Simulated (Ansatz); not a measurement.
# GaNH (quartet): wave-function methods side by side at a displaced geometry (v2), cc-pVDZ

An exercise on one series of results from a longer session: the logs are not shown, and one member is left open.

The runs use Ansatz 0.2.0, Gaussian basis; cc-pVDZ, core rule «outside noble gas», up to 15 orbitals frozen.

To be run: UHF; CCSD(T) on ROHF; CCSD(T) on UHF; BCCD(T) on ROHF; CISD; CCSDT(Q) on ROHF; CCSDT(Q) on UHF; CASSCF and MRCISD+Q, 9 electrons in 9 orbitals; CASSCF and NEVPT4(SD), 9 electrons in 9 orbitals; CASSCF and NEVPT2, 9 electrons in 9 orbitals.

25 further runs of the same task are left out: 1 for a mislabelled method, 6 for a known fault of the program, 6 that didn't finish, 12 set aside as unsound or not needed.

## The system

The geometry is a PBE0/def2-TZVP stationary point (not a proven minimum) with its atoms shifted at random (size 0.100 Å). No spin-orbit coupling is included. The filled d shell of Ga may be among the frozen orbitals whatever the setting's name suggests; the logs give the count.

3 atoms, charge 0, spin multiplicity 4.

Atoms are counted from 1 here; the program's logs count them from 0.

Bond lengths: N1–Ga2 1.980 Å, Ga2–H3 1.592 Å. Angles: N1–Ga2–H3 113.4°.

As a file:

```
N     0.13671    0.08730    1.65232
Ga   -0.02816   -0.03741   -0.31679
H     0.04846    1.37495   -1.04789
```

Set-up of the first run:

in.yaml

```yaml
crystal:
  periodic: [false, false, false]
  atoms:
    - {symbol: N, position_ang: [0.136710, 0.087300, 1.652320]}
    - {symbol: Ga, position_ang: [-0.028164, -0.037414, -0.316787]}
    - {symbol: H, position_ang: [0.048456, 1.374950, -1.047888]}
basis:
  gaussian: {orbitals: cc-pVDZ}
magnetization: {spin_polarized: true, initial_magnetization: 3}
hamiltonian: {xc: hf}
output: {orbitals: {seedname: orbitals}}
```

Run with:

```sh
ansatz run in.yaml --threads 1 --pin off --events-out ev --progress --plain --max-ram 2393MiB
```

Steps of the session up to this table: UHF; CCSD(T) on ROHF; CCSD(T) on UHF; BCCD(T) on ROHF; CISD; CCSDT(Q) on ROHF; CCSDT(Q) on UHF; CASSCF and MRCISD+Q, 9 electrons in 9 orbitals; CASSCF and NEVPT4(SD), 9 electrons in 9 orbitals; CASSCF and NEVPT2, 9 electrons in 9 orbitals.

One table of the session follows, with a row left open; its other results are not shown here.

| method | from UCCSDT(Q) (kJ/mol) |
| --- | --- |
| ROHF | +488.4 |
| UHF | ? |
| RMP2 | +96.3 |
| UMP2 | +95.5 |
| RCCSD | +15.6 |
| UCCSD | +13.9 |
| RCCSD(T) | +4.3 |
| UCCSD(T) | +3.6 |
| BCCD(T) | +4.4 |
| RCCSDT | +1.6 |
| UCCSDT | +0.8 |
| RCCSDT(Q) | +0.8 |
| UCCSDT(Q) | 0 |
| CASSCF valence | +340.9 |
| NEVPT2 valence | +74.1 |
| NEVPT4(SD) valence | +9.6 |
| MRCISD valence | +19.0 |
| MRCISD+Q valence | +2.0 |

Q: Estimate the row for UHF from the others.

**Answer.** from UCCSDT(Q) (kJ/mol): +463.0. In the column «from UCCSDT(Q) (kJ/mol)» it lies between CASSCF valence (+340.9) and ROHF (+488.4).

Not comparable, so not listed: CISD (they don't share determinant, frozen orbitals or solution with the rows shown, or repeat one).

Caveats from the session: Restricted and unrestricted rows rest on different reference determinants; where their highest levels disagree by more than a few hundredths of an eV, they describe different states and don't form one ladder.
